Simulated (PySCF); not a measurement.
# The bond of YH, level by level

The task here is to estimate one member of a computed series from the others.

Method: Y def2-TZVPP with ECP28, H def2-TZVPP, scalar-relativistic core potentials; program: PySCF 2.14.0.

Set-up of the first run:

Settings of the job:

- atoms: Y, H
- charge: 0
- basis: Y def2-TZVPP with ECP28, H def2-TZVPP
- Hamiltonian: scalar-relativistic core potentials
- basis functions: 70
- electrons treated: 12
- masses in u: 88.9058, 1.0078
- levels: PBE0, PBE, r²SCAN, PBEsol, TPSS, M06-2X, BP86, LC-ωPBE, HF, MP2, SCS-MP2, CCSD, CCSD(T)
- grid: 80 radial by 434 angular points
- occupations: held fixed by the projection of orbital angular momentum
- dissociation limit: Y + H, each in its ground configuration
- starting distance in angstrom: 1.785
- values of 2S to try: 0, 2, 4

Run with:

```
$ OMP_NUM_THREADS=1 python dia.py task.json out
```

Steps of the session up to this table: Input; The PBE0 curve of the state that the search chose; Other states along the same grid; PBE (GGA); r²SCAN; PBEsol; TPSS; M06-2X (hybrid meta-GGA); BP86 (GGA); LC-ωPBE (range-separated hybrid); RHF (mean field); Correlated methods on the Hartree–Fock reference.

One of the session's tables, all rows but one given; the rest of the session is left out.

Energy (eV) from each level's lowest point:

| R (Å) | RHF | RHF-MP2 | RHF-SCS-MP2 | RHF-CCSD | RHF-CCSD(T) |
| --- | --- | --- | --- | --- | --- |
| 1.644 | 0.570 | 0.448 | 0.467 | n/a | n/a |
| 1.721 | 0.297 | 0.213 | 0.225 | 0.240 | 0.239 |
| 1.797 | 0.123 | 0.073 | 0.080 | 0.089 | 0.088 |
| 1.855 | 0.046 | 0.019 | 0.022 | 0.027 | 0.026 |
| 1.912 | 0.007 | 0.000 | 0.000 | 0.000 | 0.000 |
| 1.969 | ? | ? | ? | ? | ? |
| 2.046 | 0.031 | 0.063 | 0.056 | 0.045 | 0.045 |
| 2.141 | 0.120 | 0.175 | 0.164 | 0.145 | 0.144 |
| 2.256 | 0.282 | 0.358 | 0.342 | 0.313 | 0.310 |
| 2.409 | 0.556 | 0.653 | 0.631 | n/a | n/a |

Estimate the missing values for R (Å) = 1.969.

Worked estimate for «RHF». A straight line through the neighbours (1.912, 0.007) and (2.046, 0.031) gives 0.007 + (0.031 − 0.007) × (1.969 − 1.912) / (2.046 − 1.912) = 0.017; a parabola fitted to 4 rows on both sides gives 0.002.

**Answer.** RHF: 0.000; RHF-MP2: 0.011; RHF-SCS-MP2: 0.008; RHF-CCSD: 0.003; RHF-CCSD(T): 0.003. In «RHF» the line misses by +0.017 and the parabola by +0.002.
